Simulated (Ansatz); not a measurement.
**FGeH3S: how energies converge with the basis set**

The task here is to estimate one member of a computed series from the others.

The runs use Ansatz 0.2.0, Gaussian basis; one geometry, several basis sets.

The runs, in order: PBE0-D4/def2-SVP; ωB97M-V/def2-SVP; PBE0-D4/def2-QZVPP; ωB97M-V/def2-QZVPP; the functionals' def2-TZVPP values are taken from earlier runs.

### The relaxed structure

An earlier PBE0-D4 in a triple-zeta def2 set relaxation fixed the geometry.

SMILES `[F][GeH2][SH]`, 6 atoms, charge 0, spin multiplicity 1.

Atoms are counted from 1 here; the program's logs count them from 0.

Bond lengths: F1–Ge2 1.741 Å, Ge2–S3 2.200 Å, Ge2–H4 1.532 Å, Ge2–H5 1.530 Å, S3–H6 1.343 Å. Angles: F1–Ge2–S3 109.3°, F1–Ge2–H4 105.1°, F1–Ge2–H5 106.5°, S3–Ge2–H4 112.0°, S3–Ge2–H5 107.9°, H4–Ge2–H5 115.8°, Ge2–S3–H6 94.0°.

The first run:

File in.yaml:

```yaml
crystal:
  periodic: [false, false, false]
  atoms:
    - {symbol: F, position_ang: [-1.827030, 0.202731, 0.284734]}
    - {symbol: Ge, position_ang: [-0.256785, 0.103052, -0.460082]}
    - {symbol: S, position_ang: [1.293391, 0.470052, 1.056798]}
    - {symbol: H, position_ang: [-0.176018, -1.316451, -1.029834]}
    - {symbol: H, position_ang: [-0.189842, 1.236820, -1.485235]}
    - {symbol: H, position_ang: [1.198386, -0.760303, 1.587319]}
basis:
  gaussian: {orbitals: def2-SVP}
hamiltonian: {xc: pbe0, dispersion: d4}
output: {orbitals: {seedname: orbitals}}
```

Steps of the session up to this table: PBE0-D4 in def2-SVP; ωB97M-V in def2-SVP; PBE0-D4 in def2-QZVPP; ωB97M-V in def2-QZVPP.

One table of the session follows, with a row left open; its other results are not shown here.

It belongs to the step «Density functionals: the series». 

| functional | basis | HOMO (eV) | LUMO (eV) |
| --- | --- | --- | --- |
| PBE0-D4 | def2-SVP | -7.82 | 0.35 |
| PBE0-D4 | def2-TZVPP | -7.95 | -0.13 |
| PBE0-D4 | def2-QZVPP | ? | ? |
| ωB97M-V | def2-SVP | -10.00 | 2.39 |
| ωB97M-V | def2-TZVPP | -10.16 | 1.79 |
| ωB97M-V | def2-QZVPP | -10.20 | 1.35 |

Estimate the missing values for PBE0-D4, def2-QZVPP.

As computed: HOMO (eV): -7.98; LUMO (eV): -0.27. In the column «HOMO (eV)» it lies between ωB97M-V, def2-SVP (-10.00) and PBE0-D4, def2-TZVPP (-7.95).
